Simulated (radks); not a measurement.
# Fractional charge and spin in the 5p shell of ytterbium

Aim: the energy as the spin-up occupation of 5p runs from 2 to 3 and the spin-down one from 2 to 3, against the two flat planes that join the four corners. Added charge counts from the emptiest corner (up 2, down 2).

The numbers are computed with radks (a radial shooting solver on a logarithmic mesh, Libxc functionals) version 1 (scalar-relativistic Kohn-Sham, r2SCAN, spin-polarised, spherical densities, finite nucleus), except any that are marked as measured or tabulated.

### 1 What is computed

| Quantity | Value |
| --- | --- |
| element | ytterbium (Z = 70) |
| configuration | [Kr] 4d10 4f14 5s2 5p(up 3, down 3) |
| nuclear rms radius | 5.3108 fm |

A shell typed twice in an input gives spin up, then spin down.

### 2 5p: up 3, down 3

Input:

```text
Z 70
configuration [Kr] 4d10 4f14 5s2 5p3 5p3
relativity scalar-relativistic
functional r2scan,r2scan
spin polarised
nucleus finite rms 5.3108 fm
c 137.035999084
```

### 3 5p: up 3, down 2.5

Input:

```text
Z 70
configuration [Kr] 4d10 4f14 5s2 5p3 5p2.5
relativity scalar-relativistic
functional r2scan,r2scan
spin polarised
nucleus finite rms 5.3108 fm
c 137.035999084
```

### 4 5p: up 3, down 2

Input:

```text
Z 70
configuration [Kr] 4d10 4f14 5s2 5p3 5p2
relativity scalar-relativistic
functional r2scan,r2scan
spin polarised
nucleus finite rms 5.3108 fm
c 137.035999084
```

### 5 5p: up 2.5, down 2.5

Input:

```text
Z 70
configuration [Kr] 4d10 4f14 5s2 5p2.5 5p2.5
relativity scalar-relativistic
functional r2scan,r2scan
spin polarised
nucleus finite rms 5.3108 fm
c 137.035999084
```

### 6 5p: up 2.5, down 2

Input:

```text
Z 70
configuration [Kr] 4d10 4f14 5s2 5p2.5 5p2
relativity scalar-relativistic
functional r2scan,r2scan
spin polarised
nucleus finite rms 5.3108 fm
c 137.035999084
```

### 7 5p: up 2, down 2

Input:

```text
Z 70
configuration [Kr] 4d10 4f14 5s2 5p2 5p2
relativity scalar-relativistic
functional r2scan,r2scan
spin polarised
nucleus finite rms 5.3108 fm
c 137.035999084
```

**Question.** What will these runs give? Wanted: for each run, down \ up; 2; 2.5; 3.

The runs gave:

```
down \ up       2     2.5       3
        2   0.000  -1.746   0.000
      2.5  -1.746   0.359  -1.641
        3   0.000  -1.641   0.000
```

In words: The table gives the energy in eV minus the planes, whose edge runs along up + down = one added electron; mirror points follow by spin symmetry. With half an added electron in each spin it lies 0.36 eV above the planes. With half an electron added in spin up alone it lies 1.75 eV below them. The planes are only a guide here: the condition holds for ground states with one frontier orbital, and this shell is degenerate.
